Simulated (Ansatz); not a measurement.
## BF2I, SMILES FB(F)I: a polarisability from point charges, step by step

Program: Ansatz 0.2.0 through its Python package.

Input file `bf2i.xyz`:
```text
4

F     0.37250   -1.55250    0.18200
B    -0.11410   -0.13520    0.09160
F    -1.38000    0.27220    0.70590
I     1.17710    1.35520   -0.99980
```

Typed at the interpreter:
```pycon
>>> import ansatz as az
>>> import numpy as np
>>> config = {
...     'basis': 'def2-SVPD',
...     'xc': 'hf',
... }
>>> geometry = az.Crystal.molecule_from_extxyz('bf2i.xyz')
>>> calculation = geometry.calculation()
>>> calculation = calculation.basis(gaussian=config['basis'])
>>> calculation = calculation.functional(config['xc'])
>>> calculation = calculation.forces()
>>> centre = np.mean([site.position_ang for site in geometry.cartesian_sites], axis=0)
>>> field = 2 * 14.399645 * 2.0 / 25.0 ** 2
>>> def dipole(axis, sign):
...     arm = 25.0 * np.eye(3)[axis]
...     pair = [{'charge': sign * 2.0, 'position_ang': (centre - arm).tolist()}, {'charge': -sign * 2.0, 'position_ang': (centre + arm).tolist()}]
...     deck = calculation.input().set(az.key.basis.gaussian.point_charges, pair)
...     return np.array(az.Session.from_dict(deck).plan().execute().report['charge_distribution']['dipole_moment_e_ang'])
...
>>> print(f'field {field:.4f} V/A')
field 0.0922 V/A
>>> alpha = np.array([(dipole(axis, 1) - dipole(axis, -1)) / (2 * field) * 14.399645 for axis in range(3)])
>>> print('polarisability tensor (A^3)')
polarisability tensor (A^3)
>>> print(np.array2string(alpha, precision=3, suppress_small=True))
[[ 7.13   0.715 -0.795]
 [ 0.716  7.534 -0.768]
 [-0.79  -0.763  6.632]]
>>> print(f'mean {np.trace(alpha) / 3:.3f} A^3 = {np.trace(alpha) / 3 / 0.14818471:.2f} bohr^3')
mean 7.098 A^3 = 47.90 bohr^3
```

The geometry is a force-field or estimated start, not a minimum of this method, and the basis set is short of its limit. The field of two point charges is only nearly even. def2 sets replace the cores of elements past krypton by effective core potentials. Hardware and time: 13 s on 1 thread of Arm Neoverse V1, on a shared host, peak memory 0.27 GiB.
